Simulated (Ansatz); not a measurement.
**FH₆NSi₂Zn: basis-set convergence**

An exercise on one series of results from a longer session: the logs are not shown, and one member is left open.

Program: Ansatz 0.2.0, Gaussian basis. Level of theory: one geometry, several basis sets. These are calculated values, not measurements.

The runs, in order: PBE0-D4/def2-SVP; ωB97M-V/def2-SVP; PBE0-D4/def2-QZVPP; ωB97M-V/def2-QZVPP; the functionals' def2-TZVPP values are taken from earlier runs.

### The geometry

All runs share one geometry, relaxed beforehand with PBE0-D4 in a triple-zeta def2 set.

SMILES `[F][Zn][N]([SiH3])[SiH3]`, 11 atoms, charge 0, spin multiplicity 1.

Atoms are counted from 1 here; the program's logs count them from 0.

Bond lengths: F1–Zn2 1.740 Å, Zn2–N3 1.813 Å, N3–Si4 1.727 Å, N3–Si5 1.727 Å, Si4–H6 1.489 Å, Si4–H7 1.489 Å, Si4–H8 1.490 Å, Si5–H9 1.490 Å, Si5–H10 1.489 Å, Si5–H11 1.489 Å. Angles: F1–Zn2–N3 180.0°, Zn2–N3–Si4 118.3°, Zn2–N3–Si5 118.3°, Si4–N3–Si5 123.4°, N3–Si4–H6 111.7°, N3–Si4–H7 111.7°, N3–Si4–H8 108.3°, H6–Si4–H7 107.7°, H6–Si4–H8 108.6°, H7–Si4–H8 108.6°, N3–Si5–H9 108.3°, N3–Si5–H10 111.7°, N3–Si5–H11 111.7°, H9–Si5–H10 108.6°, H9–Si5–H11 108.6°, H10–Si5–H11 107.7°.

Coordinates:

```
atom    x (Å)    y (Å)    z (Å)
  F1  -1.8260   2.9748   1.4564
 Zn2  -0.9846   1.6056   0.7880
  N3  -0.1075   0.1795   0.0921
 Si4  -0.3630  -1.3693   0.8125
 Si5   0.9390   0.4411  -1.2567
  H6  -0.9335  -2.3417  -0.1601
  H7   0.9039  -1.9464   1.3410
  H8  -1.3209  -1.2081   1.9430
  H9   0.9078   1.8913  -1.5999
 H10   0.5067  -0.3396  -2.4487
 H11   2.3435   0.0556  -0.9468
```

The first run:

in.yaml

```yaml
crystal:
  periodic: [false, false, false]
  atoms:
    - {symbol: F, position_ang: [-1.825986, 2.974762, 1.456426]}
    - {symbol: Zn, position_ang: [-0.984616, 1.605640, 0.787962]}
    - {symbol: N, position_ang: [-0.107521, 0.179550, 0.092115]}
    - {symbol: Si, position_ang: [-0.362988, -1.369262, 0.812534]}
    - {symbol: Si, position_ang: [0.939010, 0.441149, -1.256745]}
    - {symbol: H, position_ang: [-0.933515, -2.341705, -0.160141]}
    - {symbol: H, position_ang: [0.903864, -1.946376, 1.340965]}
    - {symbol: H, position_ang: [-1.320942, -1.208118, 1.942974]}
    - {symbol: H, position_ang: [0.907830, 1.891263, -1.599863]}
    - {symbol: H, position_ang: [0.506691, -0.339603, -2.448705]}
    - {symbol: H, position_ang: [2.343472, 0.055600, -0.946823]}
basis:
  gaussian: {orbitals: def2-SVP}
hamiltonian: {xc: pbe0, dispersion: d4}
output: {orbitals: {seedname: orbitals}}
```

On the command line:

```bash
$ ansatz run in.yaml --threads 4 --pin off --events-out ev --progress --plain --max-ram 11315MiB
```

Among the steps run: PBE0-D4 in def2-SVP; ωB97M-V in def2-SVP; PBE0-D4 in def2-QZVPP; ωB97M-V in def2-QZVPP.

One table of the session follows, with a row left open; its other results are not shown here.

It belongs to the step «Density functionals: the series». 

```
functional       basis  HOMO (eV)  LUMO (eV)
   PBE0-D4    def2-SVP          ?          ?
   PBE0-D4  def2-TZVPP      -7.78      -1.56
   PBE0-D4  def2-QZVPP      -7.77      -1.57
   ωB97M-V    def2-SVP      -9.79       0.35
   ωB97M-V  def2-TZVPP     -10.04       0.17
   ωB97M-V  def2-QZVPP     -10.04       0.00
```

Q: Estimate the row for PBE0-D4, def2-SVP from the others.

**Answer.** HOMO (eV): -7.57; LUMO (eV): -1.31. In the column «HOMO (eV)» it is the highest.
